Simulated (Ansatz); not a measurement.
# GeN: the cost of one run

Computed with Ansatz 0.2.0, Gaussian basis. Level: aug-cc-pVTZ, core rule «outside noble gas», up to 15 orbitals frozen.

To be run: UHF; CCSD(T) on RHF; CCSD(T) on UHF; BCCD(T) on RHF; CCSDT(Q) on RHF; CCSDT(Q) on UHF; CASSCF and MRCISD+Q, 10 electrons in 8 orbitals; CASSCF and NEVPT2, 10 electrons in 8 orbitals.

6 further runs of the same task are left out: 6 set aside as unsound or not needed.

**1. The geometry**

The geometry is a PBE0/def2-TZVPD stationary point (not a proven minimum) of the parent state, kept for this charge and spin. No spin-orbit coupling is included. The filled d shell of Ge may be among the frozen orbitals whatever the setting's name suggests; the logs give the count.

2 atoms, charge -1, spin multiplicity 1.

Atoms are counted from 1 here; the program's logs count them from 0.

Bond lengths: Ge1–N2 1.821 Å.

**2. UHF**

Input file in.yaml:

```yaml
crystal:
  periodic: [false, false, false]
  atoms:
    - {symbol: Ge, position_ang: [0.000000, 0.000000, 0.000000]}
    - {symbol: N, position_ang: [0.000000, 0.000000, 1.821500]}
basis:
  gaussian: {orbitals: aug-cc-pVTZ}
total_charge: -1
magnetization: {spin_polarized: true, initial_magnetization: 0}
hamiltonian: {xc: hf}
output: {orbitals: {seedname: orbitals}}
```

Launch:

```bash
ansatz run in.yaml --threads 1 --pin off --events-out ev --progress --plain --max-ram 4096MiB --backend cpu
```

What time and memory should one allow on 1 thread of AMD EPYC 7R13, shared host?

About 8.5 s, with a peak of 0.3 GiB.
